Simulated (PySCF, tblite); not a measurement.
**C₅H₁₃BGe: geometry, infrared bands and NMR shifts**

What infrared bands and NMR shifts should C₅H₁₃BGe (`C[C@H]([GeH3])BC1CC1`) show?

Computed with tblite 0.8.0 and PySCF 2.14.0, with density-fitted response routines of our own, on a single molecule in the gas phase. Atoms are numbered from 0 throughout.

**1. Starting geometry**

20 atoms, charge 0, multiplicity 1; geometry from: force field or distance geometry start.

Bonds of the start (Å): C0–C1 1.51, C1–Ge2 1.92, C1–B3 1.60, B3–C4 1.60, C4–C5 1.52, C5–C6 1.50, C6–C4 1.49, C0–H7 1.12, C0–H8 1.12, C0–H9 1.11, C1–H10 1.12, Ge2–H11 1.56, Ge2–H12 1.54, Ge2–H13 1.55, B3–H14 1.19, C4–H15 1.10, C5–H16 1.11, C5–H17 1.12, C6–H18 1.12, C6–H19 1.10.

**2. Relaxing the molecule with GFN2-xTB**

Job settings and geometry (Å):

```
{"job": {"kind": "relax", "xc": "GFN2-xTB", "basis": "xTB"}, "charge": 0, "multiplicity": 1}
C     -1.386900    -0.907500     1.013600
C     -1.012300     0.213400     0.071000
Ge    -2.560100     0.744700    -0.937900
B      0.209000    -0.189000    -0.879400
C      1.577400     0.535300    -0.493300
C      2.047100     0.057900     0.867000
C      2.844900    -0.233000    -0.370500
H     -0.997300    -0.656700     2.037400
H     -0.934500    -1.878500     0.697000
H     -2.497600    -0.979600     1.046600
H     -0.734400     1.080800     0.723500
H     -3.373100    -0.517400    -1.354000
H     -2.126800     1.596900    -2.140100
H     -3.400400     1.670300    -0.022400
H      0.210600    -1.311800    -1.261400
H      1.563400     1.625000    -0.650300
H      2.299600     0.898400     1.539400
H      1.553200    -0.836000     1.316500
H      3.796400     0.349500    -0.434800
H      2.916600    -1.252200    -0.770800
```

Run with:

```
OMP_NUM_THREADS=1 python probes_run.py task.json out
```

The driver reads the jobs from task.json and runs them one after another.

**Question.** This job is followed by: GFN2-xTB harmonic vibrations, gas phase; GIAO PBE0/pcSseg-1 NMR shielding, non-relativistic, gas phase. What will the session give for the following? strongest single infrared mode (GFN2-xTB); zero-point energy (GFN2-xTB); ¹³C shifts against TMS (PBE0/pcSseg-1); ¹H shifts against TMS (PBE0/pcSseg-1, means over atoms taken as alike); ⁷³Ge shifts against GeMe4 (PBE0/pcSseg-1); ¹¹B shifts against BF3·OEt2 (PBE0/pcSseg-1).

The runs gave:

| quantity | value |
| --- | --- |
| strongest single infrared mode (GFN2-xTB) | 776 cm⁻¹, 555 km/mol |
| zero-point energy (GFN2-xTB) | 100.1 kcal/mol |
| ¹³C shifts against TMS (PBE0/pcSseg-1) | 32.5, 18.4, 16.3, 10.6, 10.2 ppm |
| ¹H shifts against TMS (PBE0/pcSseg-1, means over atoms taken as alike) | 6.40, 3.57, 2.32, 1.55, 1.03, 0.92, 0.83, 0.67, 0.62 ppm |
| ⁷³Ge shifts against GeMe4 (PBE0/pcSseg-1) | -231 ppm |
| ¹¹B shifts against BF3·OEt2 (PBE0/pcSseg-1) | 80.7 ppm |

What this shows: The optimisation took 151 steps and gained 1.008 eV; among the close pairs (by a distance rule), C1–Ge2 changed most, from 1.922 to 2.001 Å. No mode is imaginary among the 54: a minimum at this level. The strongest single mode, at 776 cm⁻¹, is spread over several atoms, H12, H13, H11 among them. GFN2-xTB is a fitted tight-binding method: band positions and strengths are rough. Its intensities can rank the bands wrongly. At PBE0/pcSseg-1: The widest tensor belongs to Ge2: span 262 ppm, with a paramagnetic part of -1196 ppm. Spin-orbit coupling is left out, which matters for shieldings and couplings at and beside the heavy atoms.
